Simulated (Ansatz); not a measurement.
# VCuSe2: the cost of one run

Computed with Ansatz 0.2.0 (DFT LDA+U (U_eff = 8 eV on V d), plane waves, PAW, unless a step's input says otherwise).

1 further run of the same task is left out (it didn't finish). Runs told in other sessions of the task aren't counted.

## Step 1: Starting point

The structure is trigonal, space group R-3m (No. 166). The conventional cell has a = 3.773 Å, b = 3.773 Å, c = 20.544 Å, α = 90.00°, β = 90.00°, γ = 120.00°. Around Cu (site symmetry -3m) lie 6 Se at 2.99 Å. V (site symmetry -3m) is surrounded by 6 Se at 2.57 Å. Se (site symmetry 3m) has 3 V at 2.57 Å and 3 Cu at 2.99 Å in its first shell of neighbours.

Coordinates:

```cif
data_structure
_symmetry_space_group_name_H-M 'P 1'
_symmetry_Int_Tables_number 1
_cell_length_a 7.1860
_cell_length_b 7.1860
_cell_length_c 7.1860
_cell_angle_alpha 30.436
_cell_angle_beta 30.436
_cell_angle_gamma 30.436
_cell_volume 84.40
loop_
_atom_site_label
_atom_site_type_symbol
_atom_site_fract_x
_atom_site_fract_y
_atom_site_fract_z
_atom_site_occupancy
Cu1 Cu 0.50000 0.50000 0.50000 1
V1 V 0.00000 0.00000 0.00000 1
Se1 Se 0.26670 0.26670 0.26670 1
Se2 Se 0.73330 0.73330 0.73330 1
```

## Step 2: Ferromagnetic start, free, symmetry kept, no search

input.yaml reads:

```yaml
crystal:
  lattice:
    - [1.88627965, 1.08904406, 6.84791493]
    - [-1.88627965, 1.08904406, 6.84791493]
    - [0.0, -2.17808813, 6.84791493]
  atoms:
    - { symbol: Cu, position: [0.5, 0.5, 0.5] }
    - { symbol: V, position: [0.0, 0.0, 0.0], spin: 2.0 }
    - { symbol: Se, position: [0.2667, 0.2667, 0.2667] }
    - { symbol: Se, position: [0.7333, 0.7333, 0.7333] }
basis:
  ecutwfc: 420
  ecutrho_ratio: 4
kpoints:
  mp_grid: { grid: [6, 6, 6] }
hamiltonian:
  xc: lda
  hubbard: { sites: [{ site: 1, l: d, u_eff: 8.0 }] }
scf:
  occupations: { method: gaussian, width: 0.05 }
  lower_state_search: "off"
  max_iter: 150
output:
  forces: true
  stress: true
  eigenvalues: true
  populations: true
  hubbard: { sites: [{ site: 1, l: d }] }
magnetization:
  spin_polarized: true
```

The run is started by

```bash
ansatz run input.yaml --threads 2 --pin off --max-ram 3072MiB --backend cpu --events-out ev --progress --plain --runs-dir out
```

**Question.** How long does this run take on 2 threads of AMD EPYC 9R45 (Zen 5), shared host, and how much memory does it need?

About 5.8 s, with a peak of 0.62 GiB.
